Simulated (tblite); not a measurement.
# CH7ClGe3O: the cost of one run

Programs: tblite 0.8.0 and PySCF 2.14.0, with density-fitted response routines of our own. Each step states its level of theory. These are calculated values for one molecule in the gas phase, unless marked as measured. Atoms count from 0, in the outputs and in this text.

**1. The molecule as given**

13 atoms, charge 0, multiplicity 1; geometry from: force field or distance geometry start.

Bonds of the start (Å): O0–C1 1.22, C1–Ge2 1.94, Ge2–Ge3 2.39, Ge3–Cl4 2.15, Ge3–Ge5 2.38, C1–H6 1.08, Ge2–H7 1.55, Ge2–H8 1.55, Ge3–H9 1.56, Ge5–H10 1.55, Ge5–H11 1.55, Ge5–H12 1.56.

**2. Relaxing the molecule with GFN2-xTB**

The job: settings as JSON, then the geometry in Å.

```
{"job": {"kind": "relax", "xc": "GFN2-xTB", "basis": "xTB"}, "charge": 0, "multiplicity": 1}
O     -1.886500     1.650200     0.179200
C     -2.308100     0.515500     0.043300
Ge    -1.230100    -0.965900     0.673800
Ge     0.853800    -0.947100    -0.494400
Cl     0.499400    -1.170700    -2.603300
Ge     1.962400     1.121600    -0.074300
H     -3.265700     0.330600    -0.413300
H     -0.981400    -0.811300     2.196900
H     -1.976800    -2.296100     0.388100
H      1.729000    -2.128500     0.023500
H      1.079700     2.284700    -0.587200
H      3.324200     1.132200    -0.812200
H      2.195800     1.285200     1.462100
```

Started as:

```console
OMP_NUM_THREADS=1 python probes_run.py task.json out
```

One launch serves the whole session: the jobs run in the order shown.

**Question.** How long does this first job take on 1 thread of Arm Neoverse V2, shared host, and how much memory does it need?

About 1.1 s, with a peak of 0.18 GiB.
